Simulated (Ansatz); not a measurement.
# Mo (bcc type): the cost of one run

Program: Ansatz 0.2.0. Level of theory: DFT, PBE, PAW with Ansatz's default frozen-core files, scalar-relativistic. These are calculated values, not measurements.

## Step 1: The structure to begin with

Symmetry: Im-3m, No. 229, cubic system. Conventional cell: a = 3.163 Å, b = 3.163 Å, c = 3.163 Å, α = 90.00°, β = 90.00°, γ = 90.00°. Around Mo (site symmetry m-3m) lie 8 Mo at 2.74 Å.

Structure file:

```
Mo
1.0
    -1.58139    1.58139    1.58139
     1.58139   -1.58139    1.58139
     1.58139    1.58139   -1.58139
Mo
1
Direct
  0.00000 0.00000 0.00000
```

## Step 2: Cell relaxed at zero pressure, PAW

input.yaml

```yaml
crystal:
  lattice:
    - [-1.5813925127, 1.5813925127, 1.5813925127]
    - [1.5813925127, -1.5813925127, 1.5813925127]
    - [1.5813925127, 1.5813925127, -1.5813925127]
  atoms:
    - { symbol: Mo, position: [0.0, 0.0, 0.0] }
kpoints:
  mp_grid: { grid: [21, 21, 21] }
scf:
  occupations: { method: fermi_dirac, width: 0.1 }
hamiltonian:
  xc: pbe
  pseudopotentials: { kind: paw }
output:
  forces: true
  stress: true
relax:
  f_tol: 0.005
  max_steps: 40
  cell: {}
```

On the command line:

```sh
$ ansatz run input.yaml --threads 1 --pin off --max-ram 3584MiB --backend cpu --events-out ev --progress --plain --runs-dir out
```

**Question.** How long does this run take on 1 thread of Intel Xeon Platinum 8375C at 2.90GHz (Ice Lake), shared host, and how much memory does it need?

About 7.4 s, with a peak of 0.39 GiB.
